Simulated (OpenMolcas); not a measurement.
**CCSD/ANO-RCC-VDZP (DKH8, electric field -0.02 a.u., field axis x) run of CdH2SO (SMILES [OH][Cd][SH])**

Aim: the vertical singlet–triplet gap of CdH2SO at CCSD/ANO-RCC-VDZP (DKH8, electric field -0.02 a.u., field axis x), from 2 runs. 

The calculation is run with OpenMolcas 26.06.

3 further runs of the same task are left out: 3 set aside as unsound or not needed.

## (1) The system as given

CdH2SO: 5 atoms, total charge 0, spin state singlet. SMILES: `[OH][Cd][SH]`. Geometry: a GFN2-xTB relaxation, a rough one for these elements and not checked as a minimum.

Bond lengths: O1–Cd2 1.951 Å, Cd2–S3 2.357 Å, O1–H4 0.961 Å, S3–H5 1.332 Å. Angles: O1–Cd2–S3 112.3°, Cd2–O1–H4 118.5°, Cd2–S3–H5 85.8°.

## (2) A single-point energy at CCSD/ANO-RCC-VDZP (DKH8, electric field -0.02 a.u., field axis x)

File calc.input:

```
&gateway
 xbas
 O.ANO-RCC-VDZP
 Cd.ANO-RCC-VDZP
 S.ANO-RCC-VDZP
 H.ANO-RCC-VDZP
 End of Basis
 zmat
 O1
 Cd2 1 1.950952
 S3 2 2.357486 1 112.30282
 H4 1 0.960504 2 118.51243 3 -178.11601
 H5 3 1.331543 2 85.81078 1 -0.02399
 End of ZMAT

&seward
 relativistic=R08O02
 expert

&ffpt
 dipole
 X 0.02

&scf
 prorbitals=1 1

&rasscf
 fileorb=$Project.ScfOrb
 spin=1
 nactel=0 0 0
 inactive=37
 ras2=0
 outorbitals=Canonical
 orblisting=Nothing

&motra
 jobiph
 frozen=20

&ccsdt
 ccsd
 iterations=50
 extrapolation=5 4
```

On the command line:

```bash
$ export MOLCAS_MEM=1860
$ pymolcas calc.input > calc.log
```

What it wrote:

```text
--- Start Module: gateway ---
[...]
--- Stop Module: gateway /rc=_RC_ALL_IS_WELL_ ---
[...]
 ###    WARNING:  EXPERT option is ON!                                       ###
 ###############################################################################
               SEWARD will generate:
[...]
      Basis functions           85
[...]
       Convergence after  12 Iterations
[...]
::    Total SCF energy                              -6066.2048925232
[...]
      Total spin, S                                     0.0000000000
[...]
      Number of active orbitals                  0
[...]
      Spin quantum number                      0.0
[...]
      Active orbitals                            0
[...]
      Number of CSFs                             1
[...]
      Number of root(s) required                 1
[...]
      Convergence after  4 iterations
[...]
      Natural orbitals and occupation numbers for root  1
      ************************************************************************************************************************
      *                                                    Final results                                                     *
      ************************************************************************************************************************
[...]
::    RASSCF root number  1 Total energy:  -6066.20489252
[...]
      Total electronic charge=   74.000000
      Total            charge=   -0.000000
[...]
      Dipole Moment (debye):
      Origin of the operator (angstrom)=    0.4363    0.0002    1.9180
                   X= -8.4193E+00               Y=  4.4284E-02               Z=  1.5345E+00           Total=  8.5581E+00
      Quadrupole Moment (debye*angstrom):
[...]
--- Start Module: motra ---
[...]
      *** WARNING: Default frozen orbitals is overwritten by user input.
      *** Default values:  24
[...]
--- Stop Module: motra /rc=_RC_ALL_IS_WELL_ ---
--- Start Module: ccsdt ---
[...]
      Convergence after                    17  Iterations
      Total energy (diff) :   -6066.95588016       0.00000003
[...]
--- Stop Module: ccsdt /rc=_RC_ALL_IS_WELL_ ---
[...]
```

Run time: 49 s. Hardware: 1 thread of Arm Neoverse V1, shared host; peak memory 0.52 GiB.

## (3) The triplet

File calc.inp:

```
* CdH2OS CCSD
&GATEWAY
XBAS
O.ANO-RCC-VDZP
Cd.ANO-RCC-VDZP
S.ANO-RCC-VDZP
H.ANO-RCC-VDZP
End of Basis
ZMAT
O1
Cd2 1 1.950952
S3 2 2.357486 1 112.30282
H4 1 0.960504 2 118.51243 3 -178.11601
H5 3 1.331543 2 85.81078 1 -0.02399
End of ZMAT
&SEWARD
RELATIVISTIC
R08O02
EXPERT
&FFPT
DIPOLE
X 0.02
&SCF
UHF
SPIN
3
PRORBITALS
1 1
&RASSCF
FILEORB
$Project.UnaOrb
SPIN
3
NACTEL
2 0 0
INACTIVE
36
RAS2
2
OUTORBITALS
Canonical
ORBLISTING
Nothing
&MOTRA
JOBIPH
FROZEN
20
&CCSDT
CCSD
ITERATIONS
50
EXTRAPOLATION
5 4
```

On the command line:

```bash
$ export MOLCAS_MEM=1860
$ pymolcas calc.inp > calc.log
```

What it wrote:

```text
--- Start Module: gateway ---
[...]
--- Stop Module: gateway /rc=_RC_ALL_IS_WELL_ ---
[...]
 ###    WARNING:  EXPERT option is ON!                                       ###
 ###############################################################################
               SEWARD will generate:
[...]
      Basis functions           85
[...]
       Convergence after  37 Iterations
[...]
::    Total SCF energy                              -6066.0630064920
[...]
      Total spin, S                                     1.0054331709
[...]
      Number of active orbitals                  2
[...]
      Spin quantum number                      1.0
[...]
      Active orbitals                            2
[...]
      Number of CSFs                             1
[...]
      Number of root(s) required                 1
[...]
      Convergence after 11 iterations
[...]
      printout of CI-coefficients larger than  0.05 for root  1
      energy=   -6066.056914
      conf/sym  11     Coeff  Weight
             1  uu   1.00000 1.00000
      Natural orbitals and occupation numbers for root  1
      sym 1:   1.000000   1.000000
      ************************************************************************************************************************
      *                                                    Final results                                                     *
[...]
::    RASSCF root number  1 Total energy:  -6066.05691416
[...]
      Total electronic charge=   74.000000
      Total            charge=   -0.000000
[...]
      Dipole Moment (debye):
      Origin of the operator (angstrom)=    0.4363    0.0002    1.9180
                   X= -1.3764E+00               Y=  3.8778E-02               Z=  1.9411E+00           Total=  2.3799E+00
      Quadrupole Moment (debye*angstrom):
[...]
--- Start Module: motra ---
[...]
      *** WARNING: Default frozen orbitals is overwritten by user input.
      *** Default values:  24
[...]
--- Stop Module: motra /rc=_RC_ALL_IS_WELL_ ---
--- Start Module: ccsdt ---
[...]
      Convergence after                    40  Iterations
      Total energy (diff) :   -6066.80574498      -0.00000006
[...]
--- Stop Module: ccsdt /rc=_RC_ALL_IS_WELL_ ---
[...]
```

Wall time 91 s (1 thread of Arm Neoverse V1, shared host); peak memory 0.52 GiB.

## (4) What came out

Level: CCSD/ANO-RCC-VDZP (DKH8, electric field -0.02 a.u., field axis x), 20 core orbitals frozen.

```
                                             quantity           value
                                singlet: total energy  -6066.95588 Eh
          singlet: dipole moment (mean-field density)          8.56 D
       singlet: HOMO–LUMO gap (Hartree–Fock orbitals)        10.80 eV
singlet: correlation energy (20 core orbitals frozen)      -751.0 mEh
                                triplet: total energy  -6066.80574 Eh
     vertical energy of the triplet above the singlet        4.085 eV
```

In words: At this shape the triplet lies 4.09 eV (94 kcal/mol) above the singlet. Mulliken charges (singlet) of the mean-field density run from -0.83 on O1 to +1.35 on Cd2; they depend strongly on the basis.
